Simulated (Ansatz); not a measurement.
# Ta3Cu (I4/mmm) in Ansatz: further runs

Aim: see how the results for Ta3Cu move with the level of theory and the settings. Levels: PBEsol, RPBE. Tasks: relaxation of cell and atoms.

All numbers are computed with Ansatz 0.2.0; they aren't measurements. Logs are shortened: lines on timing, memory, paths and dates and some standing lists are left out, and cuts for length are marked.

### Step 1. Starting point

The structure is tetragonal, space group I4/mmm (No. 139). Conventional cell: a = 4.013 Å, b = 4.013 Å, c = 8.416 Å, α = 90.00°, β = 90.00°, γ = 90.00°. Around Ta (site symmetry 4/mmm) lie 4 Cu at 2.84 Å and 8 Ta at 2.91 Å. Ta (site symmetry -4m2) has 8 Ta at 2.84 to 2.91 Å and 4 Cu at 2.91 Å as nearest neighbours. Around Cu (site symmetry 4/mmm) lie 12 Ta at 2.84 to 2.91 Å.

The cell comes from a database or a generator and needn't be the stable form of this composition.

### Step 2. Relaxation of cell and atoms, PBEsol

File input.yaml:

```yaml
crystal:
  lattice:
    - [-2.006507, 2.006507, 4.20817]
    - [2.006507, -2.006507, 4.20817]
    - [2.006507, 2.006507, -4.20817]
  atoms:
    - { symbol: Ta, position: [0.5, 0.5, 0.0] }
    - { symbol: Ta, position: [0.25, 0.75, 0.5] }
    - { symbol: Ta, position: [0.75, 0.25, 0.5] }
    - { symbol: Cu, position: [0.0, 0.0, 0.0] }
hamiltonian:
  xc: pbesol
  pseudopotentials: { kind: paw }
kpoints:
  mp_grid: { grid: [7, 7, 7] }
scf:
  occupations: { method: fermi_dirac, width: 0.05 }
output:
  forces: true
  stress: true
  eigenvalues: true
relax:
  f_tol: 0.01
  max_steps: 40
  cell: { stress_tol: 0.05 }
```

Potentials or basis: Ansatz PAW.

Run with:

```
$ ansatz run input.yaml --threads 2 --pin off --max-ram 5632MiB --backend cpu --events-out ev --progress --plain --runs-dir out
```

Output:

```text
Warning: RAYON_NUM_THREADS=2 ignored (pool sized by the plan → 2); use --threads N
Engine: ansatz 0.2.0, aarch64-unknown-linux-gnu
Pseudopotentials: kind: paw
Pseudopotential: Ta, paw, valence charge 13, recommended cutoff 420 eV (normal), Ta.paw.azcp
Pseudopotential: Cu, paw, valence charge 19, recommended cutoff 420 eV (normal), Cu.paw.azcp
Functional definition: PBEsol
  exchange = pbesol_x
  correlation = pbesol_c
Crystal: 4 atoms, lattice volume = 67.770 Å³
Basis set: ecut = 420 eV, 1347 PW (Γ), exchange–correlation on 72×72×72 points (8 copies of the dense FFT grid, shifted against one another)
Bands: 35, of which v1, the nominal top of the filled ones, is band 29 counted from 1 (28 counted from 0)
Symmetry: 16 space group operations
Space group: I4/mmm (ITA 139), of the structure as read, at distance tolerance 4.1e-5 Å
k-points: 40 of 343
Non-local potential: Ta, projectors of the file, l = 0: 3, l = 1: 2, l = 2: 2, l = 3: 1
Non-local potential: Cu, projectors of the file, l = 0: 3, l = 1: 2, l = 2: 3, l = 3: 1
PAW form: soft (Blöchl's): semilocal exchange-correlation on the pseudo side does not see the compensation charge
PAW frozen core: Ta, regenerated for the run's functional, and the local potential with it (the file was generated under x = pbe(κ = 0.804, μ = 0.2195149727645171), c = pbe(β = 0.06672455060314922))
PAW frozen core: Cu, regenerated for the run's functional, and the local potential with it (the file was generated under x = pbe(κ = 0.804, μ = 0.2195149727645171), c = pbe(β = 0.06672455060314922))
PAW one-centre angular grid: Ta, 590 points (default); XC on 64 Gauss nodes
PAW one-centre angular grid: Cu, 590 points (default); XC on 64 Gauss nodes
Initial density: superposition of atomic densities (neutral atoms: chi_scale 0, normalization atom), corrected by the library's trained network
Initial wavefunctions: pseudopotential atomic-orbital guess
Functional: x = pbesol(κ = 0.804, μ = 0.12345679012345678), c = pbesol(β = 0.046)
SCF iter   1: F=—  HF=-36007.590507 eV  |F-HF|=—  |Δ(HF+E_count)|=         —  Δρ=1.08e-2  dr2=5.26e-2  ethr=1.77e-3  ⟨swp⟩=5.3  Hψ=4808  notcnv=0
preconditioner: auto → Kerker (q_TF=auto, 2.658 Å⁻¹)  [metal: Δε(μ)=0.068 eV  Ē_g=4.669 eV  σ=0.050 eV  W_gap=0.33  n_scr=14 (ndim 8)  ℏωp=23.0 eV  f_vac=0.000  D(μ)=3.32/eV (n_scr^D=30)]
SCF iter   2: F=—  HF=-36007.584103 eV  |F-HF|=—  |Δ(HF+E_count)|=   6.40e-3  Δρ=3.53e-3  dr2=6.52e-3  ethr=9.07e-5  ⟨swp⟩=2.0  Hψ=2413  notcnv=0  defer=6
SCF iter   3: F=—  HF=-36007.583149 eV  |F-HF|=—  |Δ(HF+E_count)|=   9.55e-4  Δρ=2.05e-3  dr2=2.01e-3  ethr=1.12e-5  ⟨swp⟩=1.3  Hψ=1521  notcnv=0  defer=6
SCF iter   4: F=—  HF=-36007.582805 eV  |F-HF|=—  |Δ(HF+E_count)|=   3.44e-4  Δρ=3.25e-4  dr2=5.56e-5  ethr=3.47e-6  ⟨swp⟩=2.0  Hψ=1837  notcnv=0  defer=6
SCF iter   5: F=—  HF=-36007.582786 eV  |F-HF|=—  |Δ(HF+E_count)|=   1.86e-5  Δρ=7.85e-5  dr2=4.62e-6  ethr=9.59e-8  ⟨swp⟩=2.1  Hψ=1899  notcnv=0  defer=6
SCF iter   6: F=—  HF=-36007.582787 eV  |F-HF|=—  |Δ(HF+E_count)|=   3.47e-7  Δρ=1.06e-5  dr2=8.32e-8  ethr=1.72e-10  ⟨swp⟩=5.1  Hψ=6220  notcnv=0
SCF iter   7: F=-36007.582787 eV  HF=-36007.582787 eV  |F-HF|=1.20e-8  |Δ(HF+E_count)|=   1.42e-8  Δρ=4.12e-6  dr2=8.22e-9  ethr=1.43e-10  ⟨swp⟩=4.2  Hψ=4462  notcnv=0
SCF 1 converged in 7 iterations: F = -36007.582787 eV  dr2 = 8.22e-9
[... 73 lines left out ...]
Internal energy: -36007.601379 eV  (E = F + TS)
E sigma→0 (E₀):  -36007.616417 eV
Entropy (-TS):   -0.030076 eV (-7.519 meV/atom)
Fermi energy:    18.646147 eV
--- Per-component energies (eV) ---
  E_band       = -657.199857
  E_kinetic    = 1398.817739
  E_local      = -6351.393597  (includes V_loc(G=0)·N_el)
  E_nonlocal   = 437.591771
  E_hartree    = 2684.787230
  E_xc         = -740.967247
  E_vxc        = -728.129655  (∫ρ·V_xc dr)
  E_paw        = -26437.916907  (= ΣΔE_a)
  E_vpaw       = -783.661077  (= ΣTr[D̂ρ^β])
  E_aug_tail   = 0.000667  (compensation charges beyond the density's cutoff)
  E_ewald      = -6999.368176
  E_core_change = 0.847142  (= ΣΔE_core)
  E_smearing   = -0.030076  (= −TS)
  E_closure    = -0.000000  (closes the sum)
  Σ components = -36007.631455   (vs F -36007.631455, Δ=0.00e0)
--- Forces (eV/Å), atoms counted from 1 ---
  atom   1  Ta    -0.00000000     0.00000000     0.00000000
  atom   2  Ta     0.00000000     0.00000000     0.00000000
  atom   3  Ta     0.00000000     0.00000000     0.00000000
  atom   4  Cu     0.00000000     0.00000000     0.00000000
  max |Σ_I F_I| component: 1.82e-17 eV/Å
--- Stress (GPa, compression-positive) ---
        0.002982       0.000000      -0.000000
        0.000000       0.002982       0.000000
       -0.000000       0.000000      -0.021528
  P = ⅓ Tr σ = -0.0052 GPa (-0.052 kbar)
--- Band table (eV; the first three rows and the last of 40) ---
  k-point 0: bands = ["-94.1042", "-51.6224", "-51.6224", "-51.5660", "-48.8641", "-48.7176", "-48.6891", "-15.8651", "-15.6924", "-15.6924", "-15.4378", "-15.4378", "-15.2784", "-14.8148", "-14.8148", "-14.8046", "10.0376", "13.7298", "14.5097", "14.7596", "15.0513", "15.3164", "15.3164", "16.4055", "16.7206", "16.9200", "16.9200", "18.4489", "18.4489", "18.7343", "20.8943", "21.0128", "21.2519", "21.5587", "23.1459"]
  k-point 1: bands = ["-94.1042", "-51.6225", "-51.6224", "-51.5659", "-48.8498", "-48.7199", "-48.7008", "-15.8877", "-15.6585", "-15.5579", "-15.5295", "-15.4513", "-15.1744", "-14.9970", "-14.8206", "-14.8038", "10.6032", "14.1058", "14.7472", "14.9331", "15.1670", "15.3142", "15.5802", "15.7585", "16.6219", "17.0878", "17.2733", "18.0218", "18.3192", "18.7005", "19.5547", "21.1831", "21.3320", "21.7422", "22.4141"]
  k-point 2: bands = ["-94.1042", "-51.6226", "-51.6225", "-51.5659", "-48.8150", "-48.7278", "-48.7270", "-15.9608", "-15.7118", "-15.5426", "-15.5381", "-15.3256", "-15.1497", "-15.0487", "-14.8778", "-14.7865", "12.0904", "14.3675", "14.6275", "14.7512", "15.2438", "15.2998", "15.3458", "16.7380", "16.7809", "17.2449", "17.4041", "17.9615", "17.9761", "18.3690", "19.0003", "19.9117", "21.4854", "21.7242", "22.0850"]
  k-point 39: bands = ["-94.1042", "-51.6224", "-51.6224", "-51.5661", "-48.8077", "-48.7681", "-48.6954", "-15.8350", "-15.8303", "-15.5168", "-15.2944", "-15.2455", "-15.1977", "-15.1753", "-14.9128", "-14.8618", "12.8975", "12.9822", "13.8425", "14.0177", "14.5774", "14.6062", "15.0230", "16.0238", "16.4307", "17.0574", "17.3197", "17.3561", "19.2325", "19.3722", "20.4630", "21.3272", "21.6998", "22.2487", "22.6449"]
--- Relaxed structure (5 steps of the walk, 4 accepted, 1 SCFs on fresh bases) ---
  F+E_penalty+E_count = -36007.63145458 eV   max|allowed force component| = 4.987e-18 eV/Å   (the final SCF, on the basis selected at the relaxed cell)
  cell:  # Å, volume = 65.4327 Å³
    - [-1.9890097311139918, 1.9890097311139918, 4.134864646774123]
    - [1.9890097311139918, -1.9890097311139918, 4.134864646774123]
    - [1.9890097311139918, 1.9890097311139918, -4.134864646774123]
  atoms:
    - { symbol: Ta, position: [0.49999999999999994, 0.49999999999999994, 7.78434021018328e-36] }
    - { symbol: Ta, position: [0.24999999999999997, 0.75, 0.5] }
    - { symbol: Ta, position: [0.75, 0.24999999999999997, 0.5] }
    - { symbol: Cu, position: [-1.752975976646747e-36, 1.2171567537904707e-37, 3.374444973646429e-36] }
```

Wall time 22 s (2 threads of Arm Neoverse V1, shared host); peak memory 0.48 GiB.

Results:

* Free energy: -36007.6315 eV
* Relaxed volume: 16.36 Å³/atom
* Relaxed cell: a = 5.001 Å, b = 5.001 Å, c = 5.001 Å, α = 133.13°, β = 133.13°, γ = 68.45°
* Space group after relaxing (to 0.05 Å): I4/mmm (No. 139)
* Energy gained by relaxing: 12.2 meV/atom
* Ionic steps: 5
* Pressure after relaxing: 0.0 GPa
* Band gap on the k mesh: none (metal or under the smearing width)

The path:
| step | energy change (eV) | largest force (eV/Å) | volume (Å³) |
| --- | --- | --- | --- |
| 1 | 0.0000 | 0.0000 | 67.77 |
| 2 | -0.0485 | 0.0000 | 65.71 |
| 3 | -0.0494 | 0.0000 | 65.42 |
| 4 | -0.0494 | 0.0000 | 65.43 |
| 5 | -0.0487 | 0.0000 | 65.43 |

Final structure:
```xyz
4
Lattice="-1.9890 1.9890 4.1349 1.9890 -1.9890 4.1349 1.9890 1.9890 -4.1349" Properties=species:S:1:pos:R:3 pbc="T T T"
Ta    0.0000    0.0000    4.1349
Ta    1.9890    0.0000    2.0674
Ta    0.0000    1.9890    2.0674
Cu    0.0000    0.0000    0.0000
```

Levels at points of the mesh, in eV from the Fermi level:
```tsv
k point	band 25	band 26	band 27	band 28	band 29	band 30	band 31	band 32	band 33	band 34
(0.00, 0.00, 0.00)	-1.93	-1.73	-1.73	-0.20	-0.20	0.09	2.25	2.37	2.61	2.91
```

Caveat: the plane-wave basis is chosen anew once the cell has moved, so the energies of steps on either side of that aren't comparable; the PAW data sets come from PBE, with cores solved anew for the run's functional, which leaves a small shift of forces and pressure.

### Step 3. Relaxation of cell and atoms, RPBE

input.yaml, as its differences from that of step 2:

```diff
@@ -11,3 +11,3 @@
 hamiltonian:
-  xc: pbesol
+  xc: rpbe
   pseudopotentials: { kind: paw }
```

Potentials or basis: Ansatz PAW.

Run with:

```
$ ansatz run input.yaml --threads 2 --pin off --max-ram 5632MiB --backend cpu --events-out ev --progress --plain --runs-dir out
```

It took 19 s on 2 threads of Arm Neoverse V1, shared host; peak memory 0.48 GiB.

It converged, with:

```yaml
Free_energy: -36464.1789 eV
Relaxed_volume: 17.31 Å³/atom
Relaxed_cell: a = 5.108 Å, b = 5.108 Å, c = 5.108 Å, α = 133.34°, β = 133.34°, γ = 68.12°
Space_group_after_relaxing_to_0.05_Å: I4/mmm (No. 139)
Energy_gained_by_relaxing: 4.6 meV/atom
Ionic_steps: 4
Pressure_after_relaxing: 0.0 GPa
Band_gap_on_the_k_mesh: none (metal or under the smearing width)
```

The path:
| step | energy change (eV) | largest force (eV/Å) | volume (Å³) |
| --- | --- | --- | --- |
| 1 | 0.0000 | 0.0000 | 67.77 |
| 2 | -0.0174 | 0.0000 | 69.37 |
| 3 | -0.0176 | 0.0000 | 69.26 |
| 4 | -0.0183 | 0.0000 | 69.26 |

Final structure:
```xyz
4
Lattice="-2.0229 2.0229 4.2314 2.0229 -2.0229 4.2314 2.0229 2.0229 -4.2314" Properties=species:S:1:pos:R:3 pbc="T T T"
Ta    0.0000    0.0000    4.2314
Ta    2.0229    0.0000    2.1157
Ta    0.0000    2.0229    2.1157
Cu    0.0000    0.0000    0.0000
```

Levels at points of the mesh, in eV from the Fermi level:
```tsv
k point	band 25	band 26	band 27	band 28	band 29	band 30	band 31	band 32	band 33	band 34
(0.00, 0.00, 0.00)	-1.79	-1.58	-1.58	-0.17	-0.17	0.10	1.93	2.25	2.46	2.74
```

Caveat: the plane-wave basis is chosen anew once the cell has moved, so the energies of steps on either side of that aren't comparable; the PAW data sets come from PBE, with cores solved anew for the run's functional, which leaves a small shift of forces and pressure. The run has no spin-orbit coupling, so splittings on Ta are missing.
